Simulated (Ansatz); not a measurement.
# RbMgNbO3 (Cm) in Ansatz: convergence with k mesh

Aim: find how far k mesh must go before the results for RbMgNbO3 settle, at PBEsol. This setting moves, with any that are tied to it; all else stays.

All numbers are computed with Ansatz 0.2.0; they aren't measurements. Logs are shortened: lines on timing, memory, paths and dates and some standing lists are left out, and cuts for length are marked.

## 1. Starting point

It takes space group Cm (No. 8, monoclinic). The conventional cell has a = 8.215 Å, b = 6.442 Å, c = 5.220 Å, α = 90.00°, β = 107.60°, γ = 90.00°. Nb (site symmetry m) is surrounded by 3 O at 1.87 Å. Rb (site symmetry m) has 9 O at 3.28 to 3.56 Å and 4 Mg at 3.67 to 3.73 Å as nearest neighbours. Mg (site symmetry m) is surrounded by 3 O at 1.96 Å. Around O (site symmetry 1) lie 1 Nb at 1.87 Å and 1 Mg at 1.96 Å. O (site symmetry m) has 1 Nb at 1.87 Å and 1 Mg at 1.96 Å as nearest neighbours.

The cell comes from a database or a generator and needn't be the stable form of this composition.

## 2. With k mesh 2 × 2 × 2

File input.yaml:

```yaml
crystal:
  lattice:
    - [4.1075982116, -3.2211924148, 0.0]
    - [4.1075982116, 3.2211924148, 0.0]
    - [-1.5785830165, 0.0, 4.9759404912]
  atoms:
    - { symbol: Nb, position: [0.09261697, 0.09261697, 0.90484652] }
    - { symbol: Rb, position: [0.49548894, 0.49548894, 0.4999296] }
    - { symbol: Mg, position: [0.83012586, 0.83012586, 0.16691819] }
    - { symbol: O, position: [0.43896766, 0.9377299, 0.06026676] }
    - { symbol: O, position: [0.9377299, 0.43896766, 0.06026676] }
    - { symbol: O, position: [0.93840368, 0.93840368, 0.55777216] }
hamiltonian:
  xc: pbesol
  pseudopotentials: { kind: paw, level: accurate }
kpoints:
  mp_grid: { grid: [2, 2, 2] }
scf:
  occupations: { method: methfessel_paxton, width: 0.05 }
output:
  forces: true
  stress: true
  eigenvalues: true
```

Potentials or basis: Ansatz PAW earlier set.

The run is started by

```sh
> ansatz run input.yaml --threads 2 --pin off --max-ram 5632MiB --backend cpu --events-out ev --progress --plain --runs-dir out
```

It took 3.5 s on 2 threads of Arm Neoverse V2, shared host; peak memory 0.67 GiB.

Results:

| Property | Result |
| --- | --- |
| Free energy | -11326.4656 eV |
| Pressure | -2.6 GPa |
| Largest force | 0.904 eV/Å |
| Band gap on the k mesh | 1.83 eV, indirect (least direct gap 1.87 eV) |

## 3. With k mesh 3 × 3 × 3

Changes to input.yaml since step 2:

```diff
@@ -16,3 +16,3 @@
 kpoints:
-  mp_grid: { grid: [2, 2, 2] }
+  mp_grid: { grid: [3, 3, 3] }
 scf:
```

Potentials or basis: Ansatz PAW earlier set.

The run is started by

```sh
> ansatz run input.yaml --threads 2 --pin off --max-ram 5632MiB --backend cpu --events-out ev --progress --plain --runs-dir out
```

Run time: 8.8 s. Hardware: 2 threads of Arm Neoverse V2, shared host; peak memory 0.6 GiB.

What came out:

- Free energy: -11326.5016 eV
- Pressure: -2.8 GPa
- Largest force: 0.897 eV/Å
- Band gap on the k mesh: 1.97 eV, indirect (least direct gap 2.04 eV)

## 4. With k mesh 4 × 4 × 4

Changes to input.yaml since step 3:

```diff
@@ -16,3 +16,3 @@
 kpoints:
-  mp_grid: { grid: [3, 3, 3] }
+  mp_grid: { grid: [4, 4, 4] }
 scf:
```

The run is started by

```sh
> ansatz run input.yaml --threads 2 --pin off --max-ram 5632MiB --backend cpu --events-out ev --progress --plain --runs-dir out
```

It took 18 s on 2 threads of Arm Neoverse V2, shared host; peak memory 0.69 GiB.

Results:

- Free energy: -11326.4994 eV
- Pressure: -2.8 GPa
- Largest force: 0.899 eV/Å
- Band gap on the k mesh: 1.84 eV, indirect (least direct gap 1.87 eV)

## 5. With k mesh 5 × 5 × 5

Changes to input.yaml since step 4:

```diff
@@ -16,3 +16,3 @@
 kpoints:
-  mp_grid: { grid: [4, 4, 4] }
+  mp_grid: { grid: [5, 5, 5] }
 scf:
```

The run is started by

```sh
> ansatz run input.yaml --threads 2 --pin off --max-ram 5632MiB --backend cpu --events-out ev --progress --plain --runs-dir out
```

Wall time 32 s (2 threads of Arm Neoverse V2, shared host); peak memory 0.81 GiB.

The run converged. Its results:

| Property | Result |
| --- | --- |
| Free energy | -11326.4996 eV |
| Pressure | -2.8 GPa |
| Largest force | 0.898 eV/Å |
| Band gap on the k mesh | 1.89 eV, indirect (least direct gap 1.94 eV) |

## 6. With k mesh 6 × 6 × 6

Changes to input.yaml since step 5:

```diff
@@ -16,3 +16,3 @@
 kpoints:
-  mp_grid: { grid: [5, 5, 5] }
+  mp_grid: { grid: [6, 6, 6] }
 scf:
```

Potentials or basis: Ansatz PAW earlier set.

The run is started by

```sh
> ansatz run input.yaml --threads 2 --pin off --max-ram 5632MiB --backend cpu --events-out ev --progress --plain --runs-dir out
```

It took 53 s on 2 threads of Arm Neoverse V2, shared host; peak memory 1 GiB.

The run converged. Its results:

```yaml
Free_energy: -11326.4996 eV
Pressure: -2.8 GPa
Largest_force: 0.898 eV/Å
Band_gap_on_the_k_mesh: 1.84 eV, indirect (least direct gap 1.87 eV)
```

## 7. With k mesh 8 × 8 × 8

Changes to input.yaml since step 6:

```diff
@@ -16,3 +16,3 @@
 kpoints:
-  mp_grid: { grid: [6, 6, 6] }
+  mp_grid: { grid: [8, 8, 8] }
 scf:
```

The run is started by

```sh
> ansatz run input.yaml --threads 2 --pin off --max-ram 5632MiB --backend cpu --events-out ev --progress --plain --runs-dir out
```

It took 2.1 min on 2 threads of Arm Neoverse V2, shared host; peak memory 1.6 GiB.

Results (log left out):

* Free energy: -11326.4996 eV
* Pressure: -2.8 GPa
* Largest force: 0.898 eV/Å
* Band gap on the k mesh: 1.84 eV, indirect (least direct gap 1.87 eV)

## 8. With k mesh 9 × 9 × 9

Changes to input.yaml since step 7:

```diff
@@ -16,3 +16,3 @@
 kpoints:
-  mp_grid: { grid: [8, 8, 8] }
+  mp_grid: { grid: [9, 9, 9] }
 scf:
```

Potentials or basis: Ansatz PAW earlier set.

The run is started by

```sh
> ansatz run input.yaml --threads 2 --pin off --max-ram 5632MiB --backend cpu --events-out ev --progress --plain --runs-dir out
```

What it wrote:

```text
Warning: RAYON_NUM_THREADS=2 ignored (pool sized by the plan → 2); use --threads N
Engine: ansatz 0.2.0, aarch64-unknown-linux-gnu
Pseudopotentials: kind: paw, level: accurate
Pseudopotential: Nb, paw, valence charge 13, recommended cutoff 770 eV (high), Nb.paw.azcp
Pseudopotential: Rb, paw, valence charge 9, recommended cutoff 420 eV (high), Rb.paw.azcp
Pseudopotential: Mg, paw, valence charge 10, recommended cutoff 760 eV (high), Mg.paw.azcp
Pseudopotential: O, paw, valence charge 6, recommended cutoff 900 eV (normal), O.paw.azcp#accurate
Functional definition: PBEsol
  exchange = pbesol_x
  correlation = pbesol_c
Crystal: 6 atoms, lattice volume = 131.677 Å³
Basis set: ecut = 900 eV, 8075 PW (Γ), exchange–correlation on 108×108×108 points (8 copies of the dense FFT grid, shifted against one another)
Bands: 31, of which v1, the nominal top of the filled ones, is band 25 counted from 1 (24 counted from 0)
Symmetry: 2 space group operations
Space group: Cm (ITA 8), of the structure as read, at distance tolerance 5.1e-5 Å
k-points: 205 of 729 (time reversal used)
Non-local potential: Nb, projectors of the file, l = 0: 3, l = 1: 3, l = 2: 3, l = 3: 2
Non-local potential: Rb, projectors of the file, l = 0: 3, l = 1: 3, l = 2: 2, l = 3: 2
Non-local potential: Mg, projectors of the file, l = 0: 2, l = 1: 3, l = 2: 1, l = 3: 1
Non-local potential: O, projectors of the file, l = 0: 2, l = 1: 2, l = 2: 2, l = 3: 1
PAW form: soft (Blöchl's): semilocal exchange-correlation on the pseudo side does not see the compensation charge
PAW frozen core: Nb, regenerated for the run's functional, and the local potential with it (the file was generated under x = pbe(κ = 0.804, μ = 0.2195149727645171), c = pbe(β = 0.06672455060314922))
PAW frozen core: Rb, regenerated for the run's functional, and the local potential with it (the file was generated under x = pbe(κ = 0.804, μ = 0.2195149727645171), c = pbe(β = 0.06672455060314922))
PAW frozen core: Mg, regenerated for the run's functional, and the local potential with it (the file was generated under x = pbe(κ = 0.804, μ = 0.2195149727645171), c = pbe(β = 0.06672455060314922))
PAW frozen core: O, regenerated for the run's functional, and the local potential with it (the file was generated under x = pbe(κ = 0.804, μ = 0.2195149727645171), c = pbe(β = 0.06672455060314922))
PAW one-centre angular grid: Nb, 590 points (default); XC on 64 Gauss nodes
PAW one-centre angular grid: Rb, 194 points (default); XC on 64 Gauss nodes
PAW one-centre angular grid: Mg, 194 points (default); XC on 64 Gauss nodes
PAW one-centre angular grid: O, 194 points (default); XC on 64 Gauss nodes
Initial density: superposition of atomic densities (chi_scale 0.1, normalization cell, long waves kept (reshape's long-wave potential 0.01 eV rms))
Initial wavefunctions: pseudopotential atomic-orbital guess
Functional: x = pbesol(κ = 0.804, μ = 0.12345679012345678), c = pbesol(β = 0.046)
SCF iter   1: F=—  HF=-11327.517638 eV  |F-HF|=—  |Δ(HF+E_count)|=         —  Δρ=5.53e-2  dr2=3.17e0  ethr=3.10e-3  ⟨swp⟩=9.8  Hψ=38307  notcnv=0
preconditioner: auto → Resta (q_TF=auto, 2.322 Å⁻¹)  ε∞=3.7  [insulator: Δε(μ)=2.134 eV  Ē_g=11.237 eV  σ=0.050 eV  W_gap=1.00  n_scr=20 (ndim 8)  ℏωp=18.3 eV  f_vac=0.022  D(μ)=-0.00/eV (n_scr^D=0)  ε∞_Penn≈3.7]
SCF iter   2: F=—  HF=-11326.655661 eV  |F-HF|=—  |Δ(HF+E_count)|=   8.62e-1  S|Δr|=    0.00e0  Δρ=2.51e-2  dr2=6.80e-1  ethr=3.10e-3  ⟨swp⟩=3.9  Hψ=14917  notcnv=0  defer=286
SCF iter   3: F=—  HF=-11326.510319 eV  |F-HF|=—  |Δ(HF+E_count)|=   1.45e-1  S|Δr|=    0.00e0  Δρ=1.20e-2  dr2=1.54e-1  ethr=1.36e-3  ⟨swp⟩=3.9  Hψ=10904  notcnv=0  defer=286
SCF iter   4: F=—  HF=-11326.510418 eV  |F-HF|=—  |Δ(HF+E_count)|=   9.87e-5  S|Δr|=    0.00e0  Δρ=8.32e-3  dr2=1.02e-1  ethr=3.07e-4  ⟨swp⟩=4.0  Hψ=13174  notcnv=0  defer=84
automatic band count: iteration 4 solves 30 bands in place of 31: the levels show a gap, and the empty bands left out lie too high to hold charge; the band table lists the bands solved (type scf.n_extra_bands for more)
SCF iter   5: F=—  HF=-11326.497091 eV  |F-HF|=—  |Δ(HF+E_count)|=   1.33e-2  S|Δr|=    0.00e0  Δρ=1.71e-3  dr2=4.12e-3  ethr=2.04e-4  ⟨swp⟩=3.4  Hψ=12216  notcnv=0  defer=205
SCF iter   6: F=—  HF=-11326.499580 eV  |F-HF|=—  |Δ(HF+E_count)|=   2.49e-3  S|Δr|=    0.00e0  Δρ=3.51e-4  dr2=1.87e-4  ethr=8.25e-6  ⟨swp⟩=2.0  Hψ=10703  notcnv=0  defer=205
SCF iter   7: F=—  HF=-11326.499855 eV  |F-HF|=—  |Δ(HF+E_count)|=   2.76e-4  S|Δr|=    0.00e0  Δρ=9.03e-5  dr2=1.31e-5  ethr=3.73e-7  ⟨swp⟩=2.3  Hψ=11611  notcnv=0  defer=205
SCF iter   8: F=—  HF=-11326.499566 eV  |F-HF|=—  |Δ(HF+E_count)|=   2.89e-4  S|Δr|=    0.00e0  Δρ=3.17e-5  dr2=1.54e-6  ethr=2.62e-8  ⟨swp⟩=2.6  Hψ=11310  notcnv=0  defer=205
SCF iter   9: F=—  HF=-11326.499567 eV  |F-HF|=—  |Δ(HF+E_count)|=   1.18e-6  S|Δr|=    0.00e0  Δρ=2.94e-5  dr2=1.03e-6  ethr=3.08e-9  ⟨swp⟩=2.4  Hψ=11508  notcnv=0  defer=205
SCF iter  10: F=—  HF=-11326.499567 eV  |F-HF|=—  |Δ(HF+E_count)|=   5.80e-8  S|Δr|=    0.00e0  Δρ=1.92e-5  dr2=4.30e-7  ethr=2.05e-9  ⟨swp⟩=2.2  Hψ=9314  notcnv=0  defer=205
SCF iter  11: F=-11326.499567 eV  HF=-11326.499567 eV  |F-HF|=2.11e-8  |Δ(HF+E_count)|=   5.36e-8  S|Δr|=    0.00e0  Δρ=5.44e-6  dr2=3.79e-8  ethr=2.00e-10  ⟨swp⟩=14.3  Hψ=39792  notcnv=0
SCF 1 converged in 11 iterations: F = -11326.499567 eV  dr2 = 3.79e-8
SCF converged after 11 iterations
Stability not checked: this state was not tested for a lower state beside it, because cold or Methfessel-Paxton smearing, or corrected tetrahedra, fill the levels in a way that the test cannot read (fill_not_monotonic; see scf.lower_state_search)
Free energy (F): -11326.499567 eV
Harris-Foulkes:  -11326.499567 eV  (|F-HF|=2.11e-8)
Internal energy: -11326.499567 eV  (E = F + TS)
E sigma→0 (E₀):  -11326.499567 eV
Fermi energy:    6.080104 eV
Step filling:    the computed levels leave a gap of 1.8519 eV = 37.0 smearing widths at the electron count; against every level under it full and every level over it empty, smearing changes F+E_penalty+E_count by +1.53e-150 meV and its σ→0 estimate by -2.61e-148 meV
--- Per-component energies (eV) ---
  E_band       = -740.674659
  E_kinetic    = 1566.181142
  E_local      = -5374.042186  (includes V_loc(G=0)·N_el)
  E_nonlocal   = 188.759693
  E_hartree    = 1913.595982
  E_xc         = -632.878684
  E_vxc        = -757.864143  (∫ρ·V_xc dr)
  E_paw        = -6257.928755  (= ΣΔE_a, less E_core_relax)
  E_vpaw       = -190.901148  (= ΣTr[D̂ρ^β], less what the cores' own moments, if any, meet on the grid)
  E_core_relax = -0.000144  (the energy of the cores' relaxation)
  E_aug_tail   = 0.000015  (compensation charges beyond the density's cutoff)
  E_ewald      = -2730.662622
  E_core_change = 0.475992  (= ΣΔE_core)
  E_smearing   = 0.000000  (= −TS)
  E_closure    = 0.000000  (closes the sum)
  Σ components = -11326.499567   (vs F -11326.499567, Δ=0.00e0)
--- Forces (eV/Å), atoms counted from 1 ---
  atom   1  Nb     0.17433336     0.00000000    -0.09887077
  atom   2  Rb     0.03042006     0.00000000    -0.01206016
  atom   3  Mg    -0.09562794     0.00000000     0.04989679
  atom   4  O     -0.23730153     0.76904526    -0.37988239
  atom   5  O     -0.23730153    -0.76904526    -0.37988239
  atom   6  O      0.36548407     0.00000000     0.82084979
  max |Σ_I F_I| component: 5.09e-5 eV/Å
--- Stress (GPa, compression-positive) ---
       -0.166622       0.000000      -2.251674
        0.000000      -4.604134       0.000000
       -2.251674       0.000000      -3.494963
  P = ⅓ Tr σ = -2.7552 GPa (-27.552 kbar)
--- Band table (eV; the first three rows and the last of 205) ---
  k-point 0: bands = ["-69.0307", "-50.1214", "-36.0015", "-35.9845", "-35.9843", "-26.6302", "-26.6291", "-26.0006", "-22.0082", "-13.1054", "-12.3934", "-12.3884", "-6.1279", "-6.1268", "-6.1135", "-0.4725", "0.2846", "0.2888", "0.9954", "1.0000", "1.6371", "1.6426", "1.8870", "2.3652", "4.3622", "7.3029", "7.3103", "7.9449", "8.9895", "9.2839"]
  k-point 1: bands = ["-69.0307", "-50.1214", "-36.0015", "-35.9845", "-35.9843", "-26.6302", "-26.6292", "-26.0006", "-22.0079", "-13.0938", "-12.4024", "-12.3932", "-6.1253", "-6.1231", "-6.1147", "-0.4716", "0.2637", "0.2721", "0.9902", "1.0066", "1.6243", "1.6734", "1.8924", "2.3440", "4.4212", "7.2775", "7.3267", "7.9290", "9.0076", "9.2665"]
  k-point 2: bands = ["-69.0307", "-50.1214", "-36.0016", "-35.9845", "-35.9843", "-26.6302", "-26.6295", "-26.0007", "-22.0074", "-13.0619", "-12.4402", "-12.3928", "-6.1216", "-6.1207", "-6.1078", "-0.4703", "0.2141", "0.2323", "0.9780", "1.0194", "1.6027", "1.7495", "1.9009", "2.2886", "4.5687", "7.2017", "7.3860", "7.8668", "9.0563", "9.2994"]
  k-point 204: bands = ["-69.0307", "-50.1214", "-36.0016", "-35.9845", "-35.9844", "-26.6310", "-26.6299", "-26.0018", "-22.0050", "-13.0560", "-12.4176", "-12.4000", "-6.1610", "-6.1496", "-6.1390", "-0.5407", "0.2047", "0.2102", "1.1047", "1.2800", "1.3890", "1.7431", "1.7620", "2.4088", "5.1361", "7.0372", "7.0523", "8.4060", "8.7369", "8.7662"]
```

It took 2.8 min on 2 threads of Arm Neoverse V2, shared host; peak memory 2 GiB.

Results:

* Free energy: -11326.4996 eV
* Pressure: -2.8 GPa
* Largest force: 0.899 eV/Å
* Band gap on the k mesh: 1.85 eV, indirect (least direct gap 1.89 eV)

## 9. Summary

```
   k mesh  energy less the tightest run, at zero smearing (meV/atom)  pressure (GPa)  largest force (eV/Å)  gap on the mesh (eV)  SCF cycles  CPU time (s)  peak memory (GiB)
2 × 2 × 2                                                       5.67           -2.63                 0.904                 1.832          10           6.7               0.67
3 × 3 × 3                                                      -0.35           -2.77                 0.897                 1.967          11            17                0.6
4 × 4 × 4                                                       0.03           -2.75                 0.899                 1.838          10            36               0.69
5 × 5 × 5                                                       0.00           -2.76                 0.898                 1.891          11            63               0.81
6 × 6 × 6                                                       0.00           -2.76                 0.898                 1.838          11           100                  1
8 × 8 × 8                                                       0.00           -2.76                 0.898                 1.838          11           250                1.6
9 × 9 × 9                                                       0.00           -2.76                 0.899                 1.852          11           340                  2
```

Against the tightest run, the energy stays within 1 meV/atom from 3 × 3 × 3 on; the pressure stays within 0.1 GPa from 3 × 3 × 3 on; the largest force stays within 0.005 eV/Å from 3 × 3 × 3 on. Not settled before the last step: the gap on the mesh (to 0.01 eV). Meshes of other sizes hit other points, so gaps and Fermi surfaces needn't settle smoothly. The tightest run that finished is the yardstick and may itself not be fully converged.

Caveats: odd divisions of the mesh miss points on the zone boundary, where band edges often lie, so the gap on the mesh can be too wide; the PAW data sets come from PBE, with cores solved anew for the run's functional, which leaves a small shift of forces and pressure.
